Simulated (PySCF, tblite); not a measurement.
**C₆H₁₄Si: geometry, infrared bands and NMR shifts**

Aim: predict the infrared bands and NMR shifts of C₆H₁₄Si (`[SiH3]CC1CCCC1`).

The runs use tblite 0.8.0 and PySCF 2.14.0, with density-fitted response routines of our own; the level of theory stands in each step. All values are computed, except where a source is named. Atoms are numbered from 0 throughout.

### 1 The starting structure

21 atoms, charge 0, multiplicity 1; geometry from: force field or distance geometry start.

Bonds of the start (Å): Si0–C1 1.88, C1–C2 1.51, C2–C3 1.54, C3–C4 1.52, C4–C5 1.53, C5–C6 1.53, C6–C2 1.53, Si0–H7 1.48, Si0–H8 1.48, Si0–H9 1.49, C1–H10 1.10, C1–H11 1.11, C2–H12 1.09, C3–H13 1.09, C3–H14 1.11, C4–H15 1.10, C4–H16 1.09, C5–H17 1.09, C5–H18 1.09, C6–H19 1.09, C6–H20 1.10.

### 2 Optimising the geometry with GFN2-xTB

What the job is given:

```
{"job": {"kind": "relax", "xc": "GFN2-xTB", "basis": "xTB"}, "charge": 0, "multiplicity": 1}
Si     2.985300     0.332600     0.200500
C      1.452600    -0.751500     0.260900
C      0.162800    -0.159400    -0.264300
C     -0.469500     0.926300     0.618600
C     -1.929000     0.986000     0.191500
C     -2.239200    -0.351200    -0.489800
C     -0.970400    -1.186600    -0.344500
H      4.162000    -0.399400     0.722800
H      3.249000     0.744100    -1.198900
H      2.767900     1.549500     1.034600
H      1.684300    -1.662500    -0.307500
H      1.310000    -1.086500     1.309300
H      0.309900     0.261900    -1.262100
H      0.030700     1.888800     0.525100
H     -0.422800     0.632200     1.684600
H     -2.077700     1.806600    -0.518300
H     -2.588400     1.178000     1.039400
H     -3.102200    -0.851200    -0.038200
H     -2.461200    -0.185500    -1.541600
H     -0.838500    -1.884000    -1.169500
H     -1.024500    -1.771300     0.588400
```

Launch:

```bash
$ OMP_NUM_THREADS=1 python probes_run.py task.json out
```

This one command runs all jobs of the session in turn.

**Question.** This job is followed by: GFN2-xTB harmonic vibrations, gas phase; GIAO PBE0/pcSseg-1 NMR shielding, non-relativistic, gas phase. What will the session give for the following? strongest single infrared mode (GFN2-xTB); zero-point energy (GFN2-xTB); 13C shifts against TMS (PBE0/pcSseg-1, means over atoms taken as alike); 1H shifts against TMS (PBE0/pcSseg-1, means over atoms taken as alike); 29Si shifts against TMS (PBE0/pcSseg-1); surface potential, 1st and 99th percentile.

The runs gave:

| quantity | value |
| --- | --- |
| strongest single infrared mode (GFN2-xTB) | 2254 cm⁻¹, 437 km/mol |
| zero-point energy (GFN2-xTB) | 113.5 kcal/mol |
| 13C shifts against TMS (PBE0/pcSseg-1, means over atoms taken as alike) | 43.2, 39.9, 27.0, 16.9 ppm |
| 1H shifts against TMS (PBE0/pcSseg-1, means over atoms taken as alike) | 3.83, 1.87, 1.81, 1.73, 1.57, 0.98, 0.81 ppm |
| 29Si shifts against TMS (PBE0/pcSseg-1) | -73.6 ppm |
| surface potential, 1st and 99th percentile | -0.12 V and 0.70 V |

Relaxing lowered the energy by 0.060 eV in 86 steps; the close pair that moved most is Si0–H9, from 1.491 to 1.464 Å. No mode is imaginary among the 57: a minimum at this level. GFN2-xTB is a fitted tight-binding method: band positions and strengths are rough. Its intensities can rank the bands wrongly. At PBE0/pcSseg-1: The largest span, 75 ppm, is at Si0, where the paramagnetic term is -456 ppm.
